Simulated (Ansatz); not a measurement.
# BrHNSi−: one structure at several levels

Aim: energy, forces and dipole at a structure displaced at random from a GFN2-xTB minimum, from CCSD(T) and from density functionals.

Method: single points in def2-TZVPPD; program: Ansatz 0.2.0, Gaussian basis.

Cores are frozen in the correlated methods. Filled d shells of the heavier atoms are correlated.

### 1 Starting geometry

SMILES `[N-]=[SiH]Br`, 4 atoms, charge -1, spin multiplicity 1.

Atoms are counted from 1 here; the program's logs count them from 0.

Bond lengths: N1–Si2 1.526 Å, Si2–H4 1.511 Å. Angles: N1–Si2–H4 148.6°.

As a file:

```xyz
4
BrHNSi
N     0.2316    1.3458   -1.2354
Si   -0.1893    0.3571   -0.1520
Br    1.0113   -1.8735    0.5013
H    -0.9435    0.0924    1.1300
```

### 2 CCSD(T)/def2-TZVPPD

Input file run/in.yaml:

```yaml
crystal:
  periodic: [false, false, false]
  atoms:
    - {symbol: N, position_ang: [0.231600, 1.345800, -1.235400]}
    - {symbol: Si, position_ang: [-0.189300, 0.357100, -0.152000]}
    - {symbol: Br, position_ang: [1.011300, -1.873500, 0.501300]}
    - {symbol: H, position_ang: [-0.943500, 0.092400, 1.130000]}
basis:
  gaussian: {orbitals: "def2-TZVPPD.json"}
total_charge: -1
correlation: {method: ccsd_t}
output: {forces: true}
```

The basis file named in the input lies beside it (Basis Set Exchange, JSON).

The command line of these runs was not kept.

### 3 PBE0-D4/def2-TZVPPD

run/in.yaml: that of step 2 with these lines changed.

```diff
@@ -10,3 +10,3 @@
 total_charge: -1
-correlation: {method: ccsd_t}
-output: {forces: true}
+hamiltonian: {xc: pbe0, dispersion: d4}
+output: {forces: true, orbitals: {seedname: orbitals}}
```

### 4 wB97M-V/def2-TZVPPD

run/in.yaml: that of step 3 with these lines changed.

```diff
@@ -10,3 +10,3 @@
 total_charge: -1
-hamiltonian: {xc: pbe0, dispersion: d4}
-output: {forces: true, orbitals: {seedname: orbitals}}
+hamiltonian: {xc: {name: wB97M-V}}
+output: {forces: true}
```

### 5 r2SCAN-D4/def2-TZVPPD

run/in.yaml: that of step 4 with these lines changed.

```diff
@@ -10,3 +10,3 @@
 total_charge: -1
-hamiltonian: {xc: {name: wB97M-V}}
+hamiltonian: {xc: r2scan, dispersion: d4}
 output: {forces: true}
```

### 6 PBE-D4/def2-TZVPPD

run/in.yaml: that of step 5 with these lines changed.

```diff
@@ -10,3 +10,3 @@
 total_charge: -1
-hamiltonian: {xc: r2scan, dispersion: d4}
+hamiltonian: {xc: pbe, dispersion: d4}
 output: {forces: true}
```

### 7 SPW92/def2-TZVPPD

run/in.yaml: that of step 6 with these lines changed.

```diff
@@ -10,3 +10,3 @@
 total_charge: -1
-hamiltonian: {xc: pbe, dispersion: d4}
+hamiltonian: {xc: lda}
 output: {forces: true}
```

### 8 wB97X-V/def2-TZVPPD

run/in.yaml: that of step 7 with these lines changed.

```diff
@@ -10,3 +10,3 @@
 total_charge: -1
-hamiltonian: {xc: lda}
+hamiltonian: {xc: {name: wB97X-V}}
 output: {forces: true}
```

(Steps that only read results are left out.)

**Question.** What will these runs give? Wanted: RMS force component; RMS force error; HOMO and LUMO, PBE0-D4; T1 diagnostic.

The runs gave:

```
              quantity                                                                                         value
   RMS force component                                                          1.254 to 1.760 eV/Å over the methods
       RMS force error  PBE0-D4 0.441, wB97M-V 0.544, r2SCAN-D4 0.309, PBE-D4 0.174, SPW92 0.394, wB97X-V 0.560 eV/Å
HOMO and LUMO, PBE0-D4                                                                             -1.73 and 2.91 eV
         T1 diagnostic                                                                                         0.018
```

What this shows: The forces of PBE-D4 come nearest to CCSD(T), those of wB97X-V are farthest. Frozen-core CCSD(T) forces in triple zeta carry basis errors of their own, and this is one geometry, so small gaps rank nothing. The restricted Hartree–Fock reference is unstable towards an unrestricted one at one or more of these structures.
